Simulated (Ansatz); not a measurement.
**BH6N3: molecular dynamics**

Purpose: to follow the molecule's vibrations and see whether its bonds hold. The start is relaxed first. Runs: 122 steps of 0.5 fs under a Langevin thermostat at 400 K. SMILES of the start: NB(N)N.

Program: Ansatz 0.2.0. Level of theory: RKS PBE/STO-3G. These are calculated values, not measurements.

1 further run of the same task is left out (for a known fault of the program).

### 1 The structure to begin with

Bond lengths: B1–N2 1.550 Å, N2–H3 1.060 Å, N2–H4 1.060 Å, B1–N5 1.550 Å, N5–H6 1.060 Å, N5–H7 1.060 Å, B1–N8 1.550 Å, N8–H9 1.060 Å, N8–H10 1.060 Å. Angles: B1–N2–H3 120.0°, B1–N2–H4 120.0°, H3–N2–H4 120.0°, N2–B1–N5 120.0°, N2–B1–N8 120.0°, N5–B1–N8 120.0°, B1–N5–H6 120.0°, B1–N5–H7 120.0°, H6–N5–H7 120.0°, B1–N8–H9 120.0°, B1–N8–H10 120.0°, H9–N8–H10 120.0°.

As a file:

```xyz
10

B     0.0000    0.0000    0.0000
N     0.0000    0.0000    1.5500
H    -0.8770   -0.2713    2.0800
H     0.8770    0.2713    2.0800
N     1.3423    0.0000   -0.7750
H     1.8089   -0.9179   -1.0268
H     1.7937    0.9179   -1.0532
N    -1.3423    0.0000   -0.7750
H    -2.0112   -0.8164   -0.6764
H    -1.5914    0.8164   -1.4036
```

### 2 Preparing the start

input.yaml reads:

```yaml
crystal:
  periodic: [false, false, false]
  atoms:
    - { symbol: B, position_ang: [0.0, 0.0, 0.0] }
    - { symbol: "N", position_ang: [0.0, 0.0, 1.55] }
    - { symbol: H, position_ang: [-0.877, -0.2713, 2.08] }
    - { symbol: H, position_ang: [0.877, 0.2713, 2.08] }
    - { symbol: "N", position_ang: [1.3423, 0.0, -0.775] }
    - { symbol: H, position_ang: [1.8089, -0.9179, -1.0268] }
    - { symbol: H, position_ang: [1.7937, 0.9179, -1.0532] }
    - { symbol: "N", position_ang: [-1.3423, 0.0, -0.775] }
    - { symbol: H, position_ang: [-2.0112, -0.8164, -0.6764] }
    - { symbol: H, position_ang: [-1.5914, 0.8164, -1.4036] }
basis:
  gaussian: { orbitals: STO-3G }
hamiltonian:
  xc: pbe
relax:
  f_tol: 0.02
  max_steps: 40
```

Launch:

```bash
$ ansatz run input.yaml --threads 1 --pin off --max-ram 2048MiB --backend cpu --events-out ev --progress --plain --runs-dir out
```

Further steps of the session: The run.

Q: Predict the outcome of this session. Wanted: relaxation of the start; temperature, first and last step; temperature, second half; potential energy, second half; bonds formed or broken.

As calculated:

| quantity | value |
| --- | --- |
| relaxation of the start | 12 moves, 2.461 eV lower |
| length | 122 steps of 0.5 fs |
| temperature, first and last step | 360 and 489 K |
| temperature, second half | mean 381 K, from 272 to 520 K |
| potential energy, second half | +29 meV/atom from the start |
| bonds formed or broken | 0 |

Against a set 400 K the second half averages 381 K with a spread of 66 K. No bond forms or breaks. Averages from a run of 61 fs with 10 atoms are rough. The nuclei move classically, without zero-point motion, which matters most for hydrogen. In so small a basis the energies are only a sketch.
